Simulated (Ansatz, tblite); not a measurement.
# ZnMeI (CH3IZn): rung by rung

How do method and basis change the picture of ZnMeI (CH3IZn) (singlet)?

Computed with Ansatz 0.2.0, Gaussian basis. Level: as each input shows.

Plan: GFN1-xTB, GFN2-xTB, PBE-D4/def2-TZVP, r2SCAN-D4/def2-TZVP, BHLYP-D4/def2-TZVP, revPBE-D4/def2-TZVP, B3LYP-D4/def2-TZVP, CAM-B3LYP-D4/def2-TZVP, HF/def2-TZVP, BLYP-D4/def2-TZVP, B2PLYP/def2-TZVP, PBE+5HF/def2-TZVP, PBE+10HF/def2-TZVP, PBE+15HF/def2-TZVP, PBE+35HF/def2-TZVP, PBE+50HF/def2-TZVP, PBE-D4/def2-SVP, PBE0-D4/def2-SVP, CCSD(T)/def2-TZVPP, MP2/def2-TZVP, RPA/def2-TZVP.

## 1. The structure

The geometry is that of the singlet, from an earlier relaxation (PBE0-D4/def2-TZVP).

6 atoms, charge 0, spin multiplicity 1.

Bond lengths: Zn1–C2 1.935 Å, Zn1–I6 2.435 Å, C2–H3 1.091 Å, C2–H4 1.091 Å, C2–H5 1.091 Å. Angles: C2–Zn1–I6 180.0°, Zn1–C2–H3 110.2°, Zn1–C2–H4 110.2°, Zn1–C2–H5 110.2°, H3–C2–H4 108.7°, H3–C2–H5 108.7°, H4–C2–H5 108.7°.

I takes a core potential in the def2 sets. No spin-orbit coupling is included.

PBE0-D4/def2-TZVP was run before; its log isn't repeated, and its numbers join the tables.

## 2. GFN1-xTB

Tight binding, by tblite at 300 K electronic temperature and without a spin-polarisation term:

```python
tblite.interface.Calculator('GFN1-xTB', numbers, positions, charge=0, uhf=0).singlepoint()
```

Energy -231.4598 eV, HOMO -10.56 eV, LUMO -5.40 eV; 0.003 s.

## 3. GFN2-xTB

Tight binding, by tblite at 300 K electronic temperature and without a spin-polarisation term:

```python
tblite.interface.Calculator('GFN2-xTB', numbers, positions, charge=0, uhf=0).singlepoint()
```

Energy -219.3802 eV, HOMO -11.25 eV, LUMO -5.59 eV; 0.002 s.

## 4. PBE-D4/def2-TZVP

start.molden holds the orbitals of an earlier run on this state, given as this run's starting guess.

The input, in.yaml:

```yaml
crystal:
  periodic: [false, false, false]
  atoms:
    - {symbol: Zn, position_ang: [-0.004490, 0.003133, -1.072600]}
    - {symbol: C, position_ang: [0.003425, -0.002293, 0.862250]}
    - {symbol: H, position_ang: [-0.445101, 0.916560, 1.243970]}
    - {symbol: H, position_ang: [1.026780, -0.073575, 1.234897]}
    - {symbol: H, position_ang: [-0.566635, -0.853215, 1.239291]}
    - {symbol: I, position_ang: [-0.013990, 0.009391, -3.507818]}
basis:
  gaussian: {orbitals: def2-TZVP, initial_orbitals: start.molden}
hamiltonian: {xc: pbe, dispersion: d4}
scf: {omitted_lower_state_checks: [starts]}
output: {orbitals: {seedname: orbitals}}
```

Launch:

```sh
$ ansatz run in.yaml --threads 4 --pin off --events-out ev --progress --plain --max-ram 3916MiB
```

Further steps of the session: r2SCAN-D4/def2-TZVP; BHLYP-D4/def2-TZVP; revPBE-D4/def2-TZVP; B3LYP-D4/def2-TZVP; CAM-B3LYP-D4/def2-TZVP; HF/def2-TZVP; BLYP-D4/def2-TZVP; B2PLYP/def2-TZVP; PBE+5HF/def2-TZVP; PBE+10HF/def2-TZVP; PBE+15HF/def2-TZVP; PBE+35HF/def2-TZVP; PBE+50HF/def2-TZVP; PBE-D4/def2-SVP; PBE0-D4/def2-SVP; CCSD(T)/def2-TZVPP; MP2/def2-TZVP; RPA/def2-TZVP.

Q: Predict the results of all the runs planned. Wanted: gap in def2-TZVP, named functionals and Hartree-Fock, smallest and largest; gap over the share of exact exchange; correlation energy, CCSD(T)/def2-TZVPP; correlation energy, MP2/def2-TZVP; binding an atom, CCSD(T)/def2-TZVPP; PBE0 total energy, smallest basis above largest.

The runs gave:

| quantity | value |
| --- | --- |
| gap in def2-TZVP, named functionals and Hartree-Fock, smallest and largest | 4.76 eV (BLYP-D4), 11.74 eV (HF) |
| gap over the share of exact exchange | 4.92 eV at 0, 8.74 eV at 0.5 |
| correlation energy, CCSD(T)/def2-TZVPP | -31.31 eV |
| correlation energy, MP2/def2-TZVP | -29.67 eV |
| binding an atom, CCSD(T)/def2-TZVPP | 2.919 eV |
| PBE0 total energy, smallest basis above largest | 8.44 eV (def2-SVP, def2-TZVP) |

In words: Orbital gaps of the named functionals and Hartree-Fock in def2-TZVP span 4.76 eV (BLYP-D4) to 11.74 eV (HF); exact exchange widens it. Raising the share of exact exchange from 0 to 0.5 moves the HOMO by -2.24 eV and the LUMO by +1.57 eV. The functionals in def2-TZVP miss CCSD(T)/def2-TZVPP by -0.016 (BHLYP-D4) to +0.096 eV (r2SCAN-D4) an atom. The reference is CCSD(T) in one finite basis, so it carries an error of its own, often a tenth of an eV or more, and near misses can't be ranked.
